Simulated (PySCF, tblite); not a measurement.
# Al2SF5 radical, a small gas-phase stand-in for a defect centre (aluminium fluoride dimer): EPR parameters

What EPR parameters should one expect for `[F][Al-]1([F])[F+][Al-]([F])([S])[F+]1`? It is drawn as: sulfur hole.

Programs: tblite 0.8.0 and PySCF 2.14.0. All values are calculated, for the isolated system unless a continuum is named. Atoms count from 0, parts from 1.

## 1. Starting point

8 atoms, charge 0, multiplicity 2; geometry: distance geometry start.

## 2. Relaxing the cluster with GFN2-xTB

What the job is given:

```
{"job": {"kind": "relax", "xc": "GFN2-xTB", "basis": "xTB"}, "charge": 0, "multiplicity": 2}
F      1.529400    -2.745924     0.287567
Al     1.552130    -1.144558     0.972526
F      2.279480    -0.919652     2.558193
F      2.010160     0.143045    -0.229617
Al     0.413332     0.995225    -0.390994
F     -0.307941     0.814657    -1.941878
S      0.446222     3.027041     0.517443
F     -0.046122    -0.279044     0.814396
```

Method: GFN2-xTB geometry optimisation, gas phase.

Launch:

```
> OMP_NUM_THREADS=1 python cluster_run.py task.json out
```

This one command runs all jobs of the session in turn.

Standard output:

```text
step      E/eV     max force
  0    -801.93442    2.575
  1    -802.23490    1.826
  2    -802.39286    1.384
  3    -802.42591    0.525
  4    -802.44264    0.336
  5    -802.46085    0.362
  6    -802.46535    0.296
  7    -802.48383    0.453
  8    -802.49665    0.550
  9    -802.51594    0.444
 10    -802.52320    0.253
 11    -802.52691    0.157
 12    -802.52896    0.164
 13    -802.53172    0.191
 14    -802.53452    0.182
 15    -802.53636    0.116
 16    -802.53717    0.072
 17    -802.53764    0.070
 18    -802.53813    0.082
 19    -802.53860    0.082
 20    -802.53895    0.057
 21    -802.53919    0.048
 22    -802.53941    0.046
 23    -802.53965    0.053
 24    -802.53987    0.057
 25    -802.54001    0.036
 26    -802.54009    0.035
 27    -802.54019    0.047
 28    -802.54029    0.046
 29    -802.54038    0.028
 30    -802.54041    0.013
 31    -802.54043    0.012
 32    -802.54044    0.016
 33    -802.54046    0.025
 34    -802.54049    0.027
 35    -802.54052    0.017
 36    -802.54053    0.005
```

It took 0.63 s on 1 thread of Arm Neoverse V1, shared host.

Relaxation path: (not every step is listed)

| step | energy from step 0 (eV) | largest force (eV/Å) |
| --- | --- | --- |
| 0 | 0.0000 | 2.5741 |
| 1 | -0.3005 | 1.8261 |
| 2 | -0.4584 | 1.3837 |
| 3 | -0.4915 | 0.5251 |
| 4 | -0.5082 | 0.3358 |
| 5 | -0.5264 | 0.3614 |
| 6 | -0.5309 | 0.2964 |
| 7 | -0.5494 | 0.4534 |
| 8 | -0.5622 | 0.5505 |
| 10 | -0.5888 | 0.2527 |
| 12 | -0.5945 | 0.1639 |
| 14 | -0.6001 | 0.1822 |
| 16 | -0.6027 | 0.0719 |
| 18 | -0.6037 | 0.0818 |
| 20 | -0.6045 | 0.0566 |
| 22 | -0.6050 | 0.0457 |
| 24 | -0.6054 | 0.0573 |
| 26 | -0.6057 | 0.0355 |
| 28 | -0.6059 | 0.0459 |
| 30 | -0.6060 | 0.0128 |
| 31 | -0.6060 | 0.0119 |
| 32 | -0.6060 | 0.0156 |
| 33 | -0.6060 | 0.0246 |
| 34 | -0.6061 | 0.0279 |
| 35 | -0.6061 | 0.0176 |
| 36 | -0.6061 | 0.0046 |

Close pairs (by a distance rule), those that changed most:

| bond | before (Å) | after (Å) | change (Å) |
| --- | --- | --- | --- |
| Al1–F2 | 1.759 | 1.627 | -0.132 |
| F0–Al1 | 1.742 | 1.623 | -0.119 |
| Al4–F5 | 1.720 | 1.635 | -0.085 |
| Al4–S6 | 2.226 | 2.152 | -0.074 |
| Al1–F7 | 1.824 | 1.777 | -0.047 |
| Al1–F3 | 1.820 | 1.777 | -0.043 |
| Al4–F7 | 1.813 | 1.853 | +0.040 |
| F3–Al4 | 1.817 | 1.854 | +0.036 |

## 3. Optimising the geometry at PBE0-D3(BJ)/def2-SVP

What the job is given:

```
{"job": {"xc": "PBE0", "basis": "def2-SVP", "d3": "d3bj", "grid": 2, "kind": "geom", "shake": 0.01}, "charge": 0, "multiplicity": 2}
F      0.507820    -2.618686    -0.095070
Al     0.531829    -1.137804     0.605338
F      1.154002    -0.731509     2.040696
F      1.061810     0.121250    -0.556722
Al    -0.558385     1.067678    -0.679239
F     -1.168203     0.576484    -2.103249
S     -0.468111     2.995687     0.293136
F     -1.014687    -0.301653     0.467211
```

Standard output:

```text
step   0  E = -1381.19860129  max force = 0.021075
step   1  E = -1381.20097840  max force = 0.018321
step   2  E = -1381.20206491  max force = 0.007340
step   3  E = -1381.20237104  max force = 0.001518
step   4  E = -1381.20244165  max force = 0.001077
step   5  E = -1381.20247430  max force = 0.001023
step   6  E = -1381.20249130  max force = 0.000806
step   7  E = -1381.20249639  max force = 0.000811
step   8  E = -1381.20249391  max force = 0.001270
step   9  E = -1381.20250613  max force = 0.001471
step  10  E = -1381.20252312  max force = 0.001039
step  11  E = -1381.20253605  max force = 0.000318
optimisation converged
```

It took 4.8 min on 1 thread of Arm Neoverse V1, shared host; peak memory 0.61 GiB.

Relaxation path:

| step | energy from step 0 (eV) | largest force component (eV/Å) |
| --- | --- | --- |
| 0 | 0.0000 | 1.0837 |
| 1 | -0.0647 | 0.9421 |
| 2 | -0.0942 | 0.3774 |
| 3 | -0.1026 | 0.0781 |
| 4 | -0.1045 | 0.0554 |
| 5 | -0.1054 | 0.0526 |
| 6 | -0.1059 | 0.0414 |
| 7 | -0.1060 | 0.0417 |
| 8 | -0.1059 | 0.0653 |
| 9 | -0.1063 | 0.0756 |
| 10 | -0.1067 | 0.0534 |
| 11 | -0.1071 | 0.0164 |

Close pairs (by a distance rule), those that changed most:

| bond | before (Å) | after (Å) | change (Å) |
| --- | --- | --- | --- |
| F3–Al4 | 1.880 | 1.831 | -0.049 |
| Al1–F7 | 1.764 | 1.811 | +0.048 |
| Al1–F2 | 1.616 | 1.644 | +0.028 |
| Al4–F5 | 1.625 | 1.652 | +0.027 |
| Al1–F3 | 1.793 | 1.809 | +0.016 |
| Al4–F7 | 1.843 | 1.829 | -0.014 |
| Al4–S6 | 2.161 | 2.175 | +0.014 |
| F0–Al1 | 1.638 | 1.643 | +0.005 |

The end geometry stands in the next job.

| at the end point | value |
| --- | --- |
| point group (found at 0.08 Å tolerance) | Cs |
| rotational constants (GHz, main isotopes) | 1.918, 0.811, 0.646 |
| dipole moment (D) | 1.07 |
| ⟨S²⟩ | 0.753 |

## 4. EPR parameters: B3LYP/IGLO-III

What the job is given:

```
{"job": {"kind": "epr"}, "charge": 0, "multiplicity": 2}
F      0.305839    -2.625502    -0.022821
Al     0.475998    -1.146443     0.673255
F      1.165882    -0.904977     2.145657
F      1.055405     0.077101    -0.526900
Al    -0.479262     1.054780    -0.730010
F     -1.143313     0.640309    -2.185050
S     -0.292684     3.050230     0.115757
F     -1.042378    -0.174148     0.502202
```

Method: UKS B3LYP, IGLO-III on Al F S, non-relativistic, mean-field spin-orbit, GIAO.

Standard output:

```text
UKS, coarse grid
  cycle   1  E = -1382.79433829  |g| = 9.22e-01
  cycle   2  E = -1382.26836875  |g| = 1.65e+00
  cycle   3  E = -1383.04427270  |g| = 1.26e-01
  cycle   4  E = -1383.04801276  |g| = 6.25e-02
  cycle   5  E = -1383.04899807  |g| = 8.74e-03
  cycle   6  E = -1383.04902150  |g| = 3.73e-03
  cycle   7  E = -1383.04902590  |g| = 1.08e-03
  cycle   8  E = -1383.04902589  |g| = 4.89e-04
UKS, final grid
  cycle   1  E = -1383.04898590  |g| = 7.60e-04
  cycle   2  E = -1383.04898568  |g| = 1.23e-03
  cycle   3  E = -1383.04898612  |g| = 7.70e-05
  cycle   4  E = -1383.04898615  |g| = 6.05e-05
  cycle   5  E = -1383.04898618  |g| = 5.64e-05
  cycle   6  E = -1383.04898623  |g| = 5.46e-05
  cycle   7  E = -1383.04898651  |g| = 4.21e-05
  cycle   8  E = -1383.04898675  |g| = 2.24e-05
  cycle   9  E = -1383.04898679  |g| = 1.38e-05
  cycle  10  E = -1383.04898679  |g| = 4.98e-06
E = -1383.04898679 Eh   <S^2> = 0.7531 (exact 0.7500)
g shifts (ppm)      1          2          3
  rmc          -211       -211       -211
  gc            -17         45         43
  oz_so         121      33775     508588
  total        -107      33610     508421
hyperfine (MHz)  atom isotope    a_iso     a_fc   dipolar eigenvalues
    0   19F       0.02       0.02     -0.53     -0.47      1.00
    1  27Al      -0.31      -0.31     -0.30     -0.25      0.55
    2   19F       0.34       0.34     -1.25     -1.23      2.49
    3   19F       1.52       1.52     -6.62     -6.40     13.02
    4  27Al     -43.96     -43.96     -2.92     -0.67      3.59
    5   19F       6.08       6.08    -11.70    -11.49     23.19
    6   33S      12.72      12.72    -84.55    -83.74    168.30
    7   19F       1.03       1.03     -6.46     -6.23     12.69
```

It took 2 min on 1 thread of Arm Neoverse V1, shared host; peak memory 1.1 GiB.

Principal g values 2.00221, 2.03593, 2.51074; g(iso) = 2.18296, against 2.00232 for a free electron. They are not to be trusted: the run shows nearly degenerate orbitals, where second-order g theory doesn't apply.

Mean a(iso) over the nuclei that a row names, and the largest dipolar term of the row (other rows stand at the frozen geometry):

| nuclei | isotope | a(iso) (MHz) | a(iso) (G, at g = 2.0023) | largest dipolar term (MHz) |
| --- | --- | --- | --- | --- |
| Al4 | 27Al | -44.0 | -15.7 | 3.6 |
| S6 | 33S | 12.7 | 4.5 | 168.3 |
| F5 | 19F | 6.1 | 2.2 | 23.2 |
| F3, F7 | 19F | 1.3 | 0.5 | 13.0 |
| F2 | 19F | 0.3 | 0.1 | 2.5 |
| Al1 | 27Al | -0.3 | -0.1 | 0.6 |
| F0 | 19F | 0.0 | 0.0 | 1.0 |

Mulliken spin populations:

| atom | value (e) |
| --- | --- |
| F0 | 0.00 |
| Al1 | 0.00 |
| F2 | 0.00 |
| F3 | 0.00 |
| Al4 | 0.00 |
| F5 | 0.00 |
| S6 | 1.00 |
| F7 | 0.00 |

## 5. g tensor and hyperfine couplings: BHandHLYP/IGLO-III

The job, as its differences from that of step 4:

```diff
@@ -1,2 +1,2 @@
-{"job": {"kind": "epr"}, "charge": 0, "multiplicity": 2}
+{"job": {"kind": "epr", "xc": "BHandHLYP"}, "charge": 0, "multiplicity": 2}
 F      0.305839    -2.625502    -0.022821
```

Level: UKS BHandHLYP, IGLO-III on Al F S, non-relativistic, mean-field spin-orbit, GIAO.

Standard output:

```text
UKS, coarse grid
  cycle   1  E = -1382.61218322  |g| = 8.15e-01
  cycle   2  E = -1382.54856394  |g| = 1.00e+00
  cycle   3  E = -1382.82059169  |g| = 4.90e-02
  cycle   4  E = -1382.82113574  |g| = 3.22e-02
  cycle   5  E = -1382.82141767  |g| = 4.89e-03
  cycle   6  E = -1382.82142671  |g| = 1.28e-03
  cycle   7  E = -1382.82142815  |g| = 5.17e-04
UKS, final grid
  cycle   1  E = -1382.82140022  |g| = 4.77e-04
  cycle   2  E = -1382.82140027  |g| = 5.10e-04
  cycle   3  E = -1382.82140036  |g| = 8.66e-05
  cycle   4  E = -1382.82140039  |g| = 6.74e-05
  cycle   5  E = -1382.82140043  |g| = 5.24e-05
  cycle   6  E = -1382.82140047  |g| = 4.72e-05
  cycle   7  E = -1382.82140050  |g| = 4.58e-05
  cycle   8  E = -1382.82140053  |g| = 4.45e-05
  cycle   9  E = -1382.82140059  |g| = 4.24e-05
  cycle  10  E = -1382.82140103  |g| = 2.45e-05
  cycle  11  E = -1382.82140116  |g| = 1.35e-05
  cycle  12  E = -1382.82140118  |g| = 6.37e-06
  cycle  13  E = -1382.82140118  |g| = 2.75e-06
E = -1382.82140118 Eh   <S^2> = 0.7545 (exact 0.7500)
g shifts (ppm)      1          2          3
  rmc          -211       -211       -211
  gc            -19         46         43
  oz_so          83      32986     826905
  total        -146      32821     826738
hyperfine (MHz)  atom isotope    a_iso     a_fc   dipolar eigenvalues
    0   19F       0.01       0.01     -0.48     -0.43      0.91
    1  27Al      -0.24      -0.24     -0.30     -0.26      0.55
    2   19F       0.40       0.40     -1.17     -1.16      2.33
    3   19F       2.76       2.76     -5.79     -5.49     11.28
    4  27Al     -43.88     -43.88     -2.68     -0.87      3.56
    5   19F       7.52       7.52     -8.90     -8.53     17.43
    6   33S      20.63      20.63    -84.70    -83.32    168.02
    7   19F       2.27       2.27     -5.65     -5.34     10.99
```

Run time: 2.1 min. Hardware: 1 thread of Arm Neoverse V1, shared host; peak memory 1.1 GiB.

In short: g(iso) 2.28879, not to be trusted: the run shows nearly degenerate orbitals, where second-order g theory doesn't apply.

## 6. Side by side: EPR parameters

g, ⟨S²⟩ and isotropic hyperfine couplings (MHz), with basis size and wall time; * marks a run flagged for spin contamination, instability or a large g shift:

| run | g(iso) | ⟨S²⟩ | 27Al Al4 | 33S S6 | 19F F5 | 19F F3 (mean) | 19F F2 | functions | time |
| --- | --- | --- | --- | --- | --- | --- | --- | --- | --- |
| B3LYP/IGLO-III* | 2.18296 | 0.753 | -44.0 | 12.7 | 6.1 | 1.3 | 0.3 | 307 | 2 min |
| BHandHLYP/IGLO-III* | 2.28879 | 0.755 | -43.9 | 20.6 | 7.5 | 2.5 | 0.4 | 307 | 2.1 min |

## 7. Results

```
                            quantity                   value
                         point group                      Cs
rotational constants (main isotopes)    1.92, 0.81, 0.65 GHz
                      g(iso) (B3LYP)                 2.18296
                                ⟨S²⟩      0.753 (exact 0.75)
  largest a(iso) (averaged by class)  27Al on Al4, -44.0 MHz
```

What this shows: The start of the PBE0/def2-SVP relaxation was shaken at random by about 0.01 Å, so part of the energy gained, and of the first lengths quoted, undoes that. Over 11 steps the energy fell by 0.107 eV; of the close pairs, F3–Al4 changed most, 1.880 to 1.831 Å (PBE0/def2-SVP). No frequency check was run at this level, so the end point may be a saddle. Most of the unpaired spin sits on S6 (1.00 e). The isotropic g lies 180.6 ppt above the free-electron value. These values are not to be trusted: the run shows nearly degenerate orbitals, where second-order g theory doesn't apply.
